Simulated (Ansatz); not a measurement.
# C4H8BN: up Jacob's ladder to CCSD(T)

One table from this session's results is given with a row withheld; the runs are named, their logs left out.

Method: functionals in def2-TZVPP, the program's frozen cores in correlated methods; program: Ansatz 0.2.0, Gaussian basis.

The runs, in order: PBE-D4, r2SCAN-D4, PBE0-D4, B3LYP-D4, ωB97X-V, ωB97M-V, B2PLYP; CCSD(T)/def2-TZVPP; MP2/def2-QZVPP; extrapolation to the limit.

**Structure used throughout**

All runs share one geometry, relaxed beforehand with PBE0-D4 in a triple-zeta def2 set.

SMILES `BCC=C=NC`, 14 atoms, charge 0, spin multiplicity 1.

Atoms are counted from 1 here; the program's logs count them from 0.

Bond lengths: B1–C2 1.550 Å, B1–H7 1.198 Å, B1–H8 1.198 Å, C2–C3 1.500 Å, C2–H9 1.094 Å, C2–H10 1.113 Å, C3–C4 1.309 Å, C3–H11 1.086 Å, C4–N5 1.216 Å, N5–C6 1.449 Å, C6–H12 1.095 Å, C6–H13 1.092 Å, C6–H14 1.092 Å. Angles: C2–B1–H7 119.4°, C2–B1–H8 121.4°, H7–B1–H8 119.0°, B1–C2–C3 118.1°, B1–C2–H9 112.4°, B1–C2–H10 99.4°, C3–C2–H9 111.7°, C3–C2–H10 110.3°, H9–C2–H10 103.2°, C2–C3–C4 123.9°, C2–C3–H11 118.9°, C4–C3–H11 117.2°, C3–C4–N5 175.2°, C4–N5–C6 122.9°, N5–C6–H12 113.1°, N5–C6–H13 108.7°, N5–C6–H14 108.7°, H12–C6–H13 109.4° and more.

Set-up of the first run:

Contents of in.yaml:

```yaml
crystal:
  periodic: [false, false, false]
  atoms:
    - {symbol: B, position_ang: [-2.820595, 0.711467, -0.595629]}
    - {symbol: C, position_ang: [-1.414716, 0.710503, 0.056471]}
    - {symbol: C, position_ang: [-0.597839, -0.544536, -0.028272]}
    - {symbol: C, position_ang: [0.687510, -0.564467, -0.274694]}
    - {symbol: N, position_ang: [1.857813, -0.577727, -0.602831]}
    - {symbol: C, position_ang: [2.945103, -0.555214, 0.354846]}
    - {symbol: H, position_ang: [-3.402983, 1.748652, -0.734908]}
    - {symbol: H, position_ang: [-3.375647, -0.310352, -0.883475]}
    - {symbol: H, position_ang: [-0.829217, 1.594105, -0.214052]}
    - {symbol: H, position_ang: [-1.704070, 0.911749, 1.112394]}
    - {symbol: H, position_ang: [-1.095123, -1.502346, 0.088954]}
    - {symbol: H, position_ang: [2.602253, -0.524633, 1.393891]}
    - {symbol: H, position_ang: [3.563127, -1.442266, 0.203016]}
    - {symbol: H, position_ang: [3.571486, 0.315963, 0.153189]}
basis:
  gaussian: {orbitals: def2-TZVPP}
hamiltonian: {xc: pbe, dispersion: d4}
output: {forces: true, orbitals: {seedname: orbitals}}
```

On the command line:

```sh
$ ansatz run in.yaml --threads 4 --pin off --events-out ev --progress --plain --max-ram 10444MiB
```

Among the steps run: PBE-D4 (GGA); r2SCAN-D4 (meta-GGA); PBE0-D4 (hybrid); B3LYP-D4 (hybrid); ωB97X-V (range-separated); ωB97M-V (range-separated); B2PLYP (double hybrid); CCSD(T) in def2-TZVPP; MP2 in def2-QZVPP.

One table of the session follows, with a row left open; its other results are not shown here.

It belongs to the step «Atomisation energies». 

| method | atomisation energy (kJ/mol) |
| --- | --- |
| PBE-D4 | 5798.7 |
| r2SCAN-D4 | 5650.8 |
| PBE0-D4 | 5685.9 |
| B3LYP-D4 | 5658.4 |
| ωB97X-V | 5631.8 |
| ωB97M-V | 5645.5 |
| B2PLYP | 5590.1 |
| HF/def2-TZVPP | 4121.2 |
| MP2/def2-TZVPP | 5559.5 |
| CCSD/def2-TZVPP | 5373.3 |
| CCSD(T)/def2-TZVPP | ? |
| MP2/CBS | 5692.1 |
| CCSD(T)/CBS | 5594.2 |

Q: Estimate the row for CCSD(T)/def2-TZVPP from the others.

**Answer.** atomisation energy (kJ/mol): 5461.6. In the column «atomisation energy (kJ/mol)» it lies between CCSD/def2-TZVPP (5373.3) and MP2/def2-TZVPP (5559.5).

Caveats from the session: Free atoms (1 B, 4 C, 1 N, 8 H) were run apart at each level; the atomisation energy is their sum less the molecule, without zero-point or spin-orbit terms.
